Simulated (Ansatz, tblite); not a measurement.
**Sn3H8: removing and adding an electron**

The task here is to estimate one member of a computed series from the others.

The runs use Ansatz 0.2.0, Gaussian basis; as each input shows.

Levels to be run: charge +1 doublet, at the geometry of the singlet (PBE0-D4/def2-TZVP, PBE-D4/def2-TZVP, r2SCAN-D4/def2-TZVP, CCSD(T)/def2-SVP); charge -1 doublet, at the geometry of the singlet (PBE0-D4/def2-TZVPD, PBE-D4/def2-TZVPD, r2SCAN-D4/def2-TZVPD); the starting singlet's energies come from earlier runs.

4 further runs of the same task are left out: 2 that didn't finish, 2 set aside as unsound or not needed. Runs told in other sessions of the task aren't counted.

### The geometry

The singlet was relaxed beforehand with PBE0-D4/def2-SVP.

11 atoms, charge 0, spin multiplicity 1.

Atoms are counted from 1 here; the program's logs count them from 0.

Bond lengths: Sn1–H2 1.714 Å, Sn1–H3 1.715 Å, Sn1–H4 1.714 Å, Sn1–Sn5 2.782 Å, Sn5–H6 1.717 Å, Sn5–H7 1.718 Å, Sn5–Sn8 2.781 Å, Sn8–H9 1.715 Å, Sn8–H10 1.714 Å, Sn8–H11 1.714 Å. Angles: H2–Sn1–H3 108.6°, H2–Sn1–H4 108.3°, H2–Sn1–Sn5 110.2°, H3–Sn1–H4 108.5°, H3–Sn1–Sn5 111.3°, H4–Sn1–Sn5 109.8°, Sn1–Sn5–H6 109.6°, Sn1–Sn5–H7 109.3°, Sn1–Sn5–Sn8 111.7°, H6–Sn5–H7 107.4°, H6–Sn5–Sn8 109.6°, H7–Sn5–Sn8 109.1°, Sn5–Sn8–H9 111.3°, Sn5–Sn8–H10 110.2°, Sn5–Sn8–H11 109.8°, H9–Sn8–H10 108.6°, H9–Sn8–H11 108.6°, H10–Sn8–H11 108.3°.

Sn takes a core potential in the def2 sets. No spin-orbit coupling is included.

Set-up of the first run:

Contents of in.yaml:

```yaml
crystal:
  periodic: [false, false, false]
  atoms:
    - {symbol: Sn, position_ang: [-1.658263, 0.340464, -1.617030]}
    - {symbol: H, position_ang: [-1.017249, -0.515176, -2.957175]}
    - {symbol: H, position_ang: [-3.365846, 0.180738, -1.631750]}
    - {symbol: H, position_ang: [-1.265209, 1.999238, -1.798650]}
    - {symbol: Sn, position_ang: [-0.573964, -0.631257, 0.753275]}
    - {symbol: H, position_ang: [-0.693999, -2.344131, 0.780875]}
    - {symbol: H, position_ang: [-1.483699, -0.030526, 2.080462]}
    - {symbol: Sn, position_ang: [2.086108, 0.122862, 1.054872]}
    - {symbol: H, position_ang: [2.744102, -0.481940, 2.518773]}
    - {symbol: H, position_ang: [3.022039, -0.473066, -0.251809]}
    - {symbol: H, position_ang: [2.205990, 1.832802, 1.068146]}
basis:
  gaussian: {orbitals: def2-SVP}
total_charge: 1
magnetization: {spin_polarized: true, initial_magnetization: 1}
hamiltonian: {xc: pbe0, dispersion: d4}
output: {orbitals: {seedname: orbitals}}
```

Launch:

```
> ansatz run in.yaml --threads 4 --pin off --events-out ev --progress --plain --max-ram 3916MiB
```

Among the steps run: Charge +1 doublet at the fixed geometry, first pass, PBE0-D4/def2-SVP; Charge +1 doublet at the fixed geometry, PBE0-D4/def2-TZVP; Charge +1 doublet at the fixed geometry, PBE-D4/def2-TZVP; Charge +1 doublet at the fixed geometry, r2SCAN-D4/def2-TZVP; Charge +1 doublet at the fixed geometry, CCSD(T)/def2-SVP.

One of the session's tables, all rows but one given; the rest of the session is left out.

It belongs to the step «Vertical ionisation energy». 

```
             method  vertical ionisation energy (eV)
        HF/def2-SVP                             8.51
   PBE-D4/def2-TZVP                             8.80
r2SCAN-D4/def2-TZVP                                ?
  PBE0-D4/def2-TZVP                             8.98
       MP2/def2-SVP                             9.01
      CCSD/def2-SVP                             8.94
   CCSD(T)/def2-SVP                             8.94
```

Q: Estimate the row for r2SCAN-D4/def2-TZVP from the others.

As computed: vertical ionisation energy (eV): 8.88. In the column «vertical ionisation energy (eV)» it lies between PBE-D4/def2-TZVP (8.80) and CCSD/def2-SVP (8.94).
